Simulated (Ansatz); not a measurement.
**CH3ClTe (SMILES ClC[TeH]): functionals against CCSD(T) at one geometry**

An exercise on one series of results from a longer session: the logs are not shown, and one member is left open.

Program: Ansatz 0.2.0, Gaussian basis. Level of theory: single points in def2-TZVPP. These are calculated values, not measurements.

Cores are frozen in the correlated methods. Filled d shells of the heavier atoms are correlated. Core potentials replace the inner electrons past krypton, and spin-orbit coupling is left out. B3LYP uses VWN-RPA correlation.

### Starting geometry

SMILES `ClC[TeH]`, 6 atoms, charge 0, spin multiplicity 1.

Atoms are counted from 1 here; the program's logs count them from 0.

Bond lengths: Cl1–C2 1.670 Å, C2–Te3 2.235 Å, C2–H4 0.965 Å, C2–H5 1.110 Å, Te3–H6 1.701 Å. Angles: Cl1–C2–Te3 114.1°, Cl1–C2–H4 119.2°, Cl1–C2–H5 102.9°, Te3–C2–H4 106.0°, Te3–C2–H5 110.9°, H4–C2–H5 103.1°, C2–Te3–H6 97.8°.

As a file:

```mol
CH3ClTe
  3D, bonds by distance, orders not assigned

  6  5  0  0  0  0  0  0  0  0999 V2000
   -1.8091   -0.0406   -0.9430 Cl  0  0
   -0.2019   -0.1132   -0.4936 C   0  0
    0.1781    0.4680    1.6307 Te  0  0
    0.2904   -0.9310   -0.6383 H   0  0
    0.2839    0.5994   -1.1931 H   0  0
    1.8164    0.0155    1.7059 H   0  0
  1  2  8  0
  2  3  8  0
  2  4  8  0
  2  5  8  0
  3  6  8  0
M  END
```

Set-up of the first run:

Input file run/in.yaml:

```yaml
crystal:
  periodic: [false, false, false]
  atoms:
    - {symbol: Cl, position_ang: [-1.809100, -0.040600, -0.943000]}
    - {symbol: C, position_ang: [-0.201900, -0.113200, -0.493600]}
    - {symbol: Te, position_ang: [0.178100, 0.468000, 1.630700]}
    - {symbol: H, position_ang: [0.290400, -0.931000, -0.638300]}
    - {symbol: H, position_ang: [0.283900, 0.599400, -1.193100]}
    - {symbol: H, position_ang: [1.816400, 0.015500, 1.705900]}
basis:
  gaussian: {orbitals: def2-TZVPP}
correlation: {method: ccsd_t}
output: {forces: true}
```

No record of the launch command was kept for these runs.

Among the steps run: CCSD(T)/def2-TZVPP; PBE0-D4/def2-TZVPP; wB97M-V/def2-TZVPP; r2SCAN-D4/def2-TZVPP; PBE-D4/def2-TZVPP; B3LYP-D4/def2-TZVPP; BLYP-D4/def2-TZVPP.

One table of the session follows, with a row left open; its other results are not shown here.

```
   method  RMS force component (eV/Å)  angle to CCSD(T) forces (°)  dipole (D)
  CCSD(T)                       2.163                    reference        1.40
  PBE0-D4                       2.139                          4.0        1.43
  wB97M-V                           ?                            ?           ?
r2SCAN-D4                       2.119                          3.5        1.44
   PBE-D4                       2.147                          5.9        1.33
 B3LYP-D4                       2.105                          3.1        1.35
  BLYP-D4                       2.121                          6.6        1.27
```

Q: Estimate the row for wB97M-V from the others.

The run gave: RMS force component (eV/Å): 2.143; angle to CCSD(T) forces (°): 1.6; dipole (D): 1.40. In the column «RMS force component (eV/Å)» it lies between PBE0-D4 (2.139) and PBE-D4 (2.147).
